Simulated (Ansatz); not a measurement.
Working through an active-space calculation of F2GeH2, SMILES [F][GeH2][F]

With Ansatz 0.2.0 through its Python package.

`f2geh2.xyz`
```text
5

F    -0.57330    0.22030    1.60170
Ge    0.02800   -0.03410   -0.01370
F    -1.02500    0.74010   -1.22780
H     0.15400   -1.54720   -0.28060
H     1.46610    0.54720   -0.12090
```

Notebook, run cell by cell (the value of a cell's last expression is shown):

In [1]:
```python
import ansatz as az
```

In [2]:
```python
f2geh2 = az.Crystal.molecule_from_extxyz('f2geh2.xyz')
```

In [3]:
```python
calc = f2geh2.calculation()
calc = calc.basis(gaussian='def2-SVP').correlation(active_electrons=2, active_orbitals=3)
for method in ['sc_nevpt2']:
    r = (calc if method is None else calc.correlation(method)).run().report
    space = r['configurations']
    state = space['states'][0]
    print(method or 'casscf', f'total {r["free_energy_ev"] / 27.211386246:.6f} Ha, active-space state {state["energy"]["hartree"]:.6f} Ha, mean field {r["reference_energy_ev"] / 27.211386246:.6f} Ha')
    print('  determinants', state['n_determinants'], ' natural occupations', [round(n, 3) for n in space['natural_occupations']])
```
```text
RunWarning: the results are in doubt because another end's mean lies 0.092 eV lower, and its corrected mean 0.013 eV higher
sc_nevpt2 total -2275.643961 Ha, active-space state -2275.059461 Ha, mean field -2275.039902 Ha
  determinants 9  natural occupations [1.973, 0.022, 0.005]
```

Notes:
- Total energies depend on the basis set; only differences at equal settings carry meaning.
- Warnings are shown shortened and without file and line.
- The geometry is a force-field or estimated start, not a minimum of this method, and the basis set is short of its limit. The active space starts as a window about the frontier orbitals and is then optimised, not chosen by chemistry.
- A lower CASSCF solution was found and passed over, so the printed active-space state isn't the lowest.
- Timing: 10 s on 1 thread of Arm Neoverse V2, on a shared host, peak memory 0.21 GiB.

(Lines on the test bed's own set-up are left out of the output.)
